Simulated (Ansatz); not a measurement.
# Lanthanum, omega (AlB2-type) under m-r²SCAN: ground state and equation of state

What does m-r²SCAN give for lanthanum in the omega (AlB2-type) structure? We relax it, solve it on a dense k-mesh, then scale the cell to 7 volumes from 88 to 112 % of the relaxed one and try a fit of the equation of state. The start is ferromagnetic. The k-meshes are 6×6×9 for the relaxation; 8×8×12 for the dense run; 8×8×12 for the volumes.

Program: Ansatz 0.2.0. Level of theory: DFT m-r2SCAN, plane waves (500 eV) with PAW, scalar-relativistic; the PAW data stem from PBE, with regenerated cores; m-r²SCAN is r²SCAN on the gauge-invariant kinetic-energy density. These are calculated values, not measurements.

### Step 1. The structure to begin with

The structure is hexagonal, space group P6/mmm (No. 191). The conventional cell has a = 5.957 Å, b = 5.957 Å, c = 3.652 Å, α = 90.00°, β = 90.00°, γ = 120.00°. La (site symmetry 6/mmm) has 14 La at 3.65 to 3.89 Å as nearest neighbours. Around La (site symmetry -6m2) lie 11 La at 3.44 to 3.89 Å.

Coordinates:

```
CELL_PARAMETERS angstrom
5.95745 0.00000 0.00000
-2.97873 5.15931 0.00000
0.00000 0.00000 3.65192
ATOMIC_POSITIONS crystal
La 0.00000 0.00000 0.00000
La 0.33333 0.66667 0.50000
La 0.66667 0.33333 0.50000
```

The atoms start with moments of +1 ×3 μB.

### Step 2. Relaxation of the cell

File input.yaml:

```yaml
crystal:
  lattice:
    - [5.957452521, 0.0, 0.0]
    - [-2.9787262605, 5.159305225, 0.0]
    - [0.0, 0.0, 3.6519183953]
  atoms:
    - { symbol: La, position: [0.0, 0.0, 0.0], spin: 1.0 }
    - { symbol: La, position: [0.3333333333, 0.6666666667, 0.5], spin: 1.0 }
    - { symbol: La, position: [0.6666666667, 0.3333333333, 0.5], spin: 1.0 }
hamiltonian:
  xc: mr2scan
  pseudopotentials:
    kind: paw
    azcp:
      La: "pseudopotentials/La.paw.azcp"
basis:
  ecutwfc: 500
  fft_grid_basis: typed
kpoints:
  mp_grid: { grid: [6, 6, 9], shift: [0, 0, 0] }
magnetization:
  spin_polarized: true
scf:
  occupations: { method: fermi_dirac, width: 0.05 }
relax:
  max_steps: 60
  f_tol: 0.01
  cell: {}
output:
  write_density: true
  write_potential: true
  elf: true
  volumetric_format: npy
```

The runs that follow: Dense single point; At 88 % of the relaxed volume; At 92 % of the relaxed volume; At 96 % of the relaxed volume; At 100 % of the relaxed volume; At 104 % of the relaxed volume; At 108 % of the relaxed volume; At 112 % of the relaxed volume.

**Question.** What will these runs give? Wanted: space group; conventional cell; volume; shortest distance; gap on the mesh; magnetic state; relative to dhcp; V₀, B₀, B₀′.

The runs gave:

| quantity | value |
| --- | --- |
| space group (spins left aside) | P6/mmm (No. 191) |
| conventional cell | a = 5.986 Å, c = 3.600 Å (c/a = 0.601) |
| volume | 37.231 Å³/atom |
| shortest distance | 3.456 Å |
| gap on the mesh | none (levels filled in part) |
| magnetic state | non-magnetic |
| relative to dhcp | +13 meV/atom |
| V₀, B₀, B₀′ | 37.210 Å³/atom, 26 GPa, 2.3 |

**Reading.** From the guessed start the volume shrank by 0.5 % in 4 steps. It lies 13 meV/atom above the element's reference form at the same level (dhcp, from a run of its own). The starting moments do not survive. Levels at the Fermi energy are filled in part, as in a metal. The fitted modulus is 26 GPa; letting shape and positions relax at each volume could only lower it. Relaxation kept the symmetry; phonons were not checked.
